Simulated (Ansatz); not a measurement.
**HfO (triplet): from Hartree-Fock to the top rungs, def2-QZVPP**

The task here is to estimate one member of a computed series from the others.

Method: def2-QZVPP, core rule «outside noble gas», up to 5 orbitals frozen; program: Ansatz 0.2.0, Gaussian basis.

Plan: UHF; ROHF; CCSD(T) on UHF.

2 further runs of the same task are left out: 2 set aside as unsound or not needed.

### The system

The geometry is a PBE0/def2-TZVP stationary point (not a proven minimum). No spin-orbit coupling is included. Elements past krypton take def2 core potentials.

2 atoms, charge 0, spin multiplicity 3.

Atoms are counted from 1 here; the program's logs count them from 0.

Bond lengths: Hf1–O2 1.741 Å.

Set-up of the first run:

File in.yaml:

```yaml
crystal:
  periodic: [false, false, false]
  atoms:
    - {symbol: Hf, position_ang: [0.000000, 0.000000, 0.000000]}
    - {symbol: O, position_ang: [0.000000, 0.000000, 1.741200]}
basis:
  gaussian: {orbitals: "def2-QZVPP.json"}
magnetization: {spin_polarized: true, initial_magnetization: 2}
hamiltonian: {xc: hf}
output: {orbitals: {seedname: orbitals}}
```

Started as:

```console
> ansatz run in.yaml --threads 1 --pin off --events-out ev --progress --plain --max-ram 4096MiB --backend cpu
```

Steps of the session up to this table: UHF; ROHF; CCSD(T) on UHF.

One table of the session follows, with a row left open; its other results are not shown here.

```
  method  from UCCSD(T) (kJ/mol)
    ROHF                  +931.9
     UHF                  +921.7
    UMP2                       ?
   UCCSD                   +55.0
UCCSD(T)                       0
```

Q: Estimate the row for UMP2 from the others.

As computed: from UCCSD(T) (kJ/mol): +9.1. In the column «from UCCSD(T) (kJ/mol)» it lies between UCCSD(T) (0) and UCCSD (+55.0).
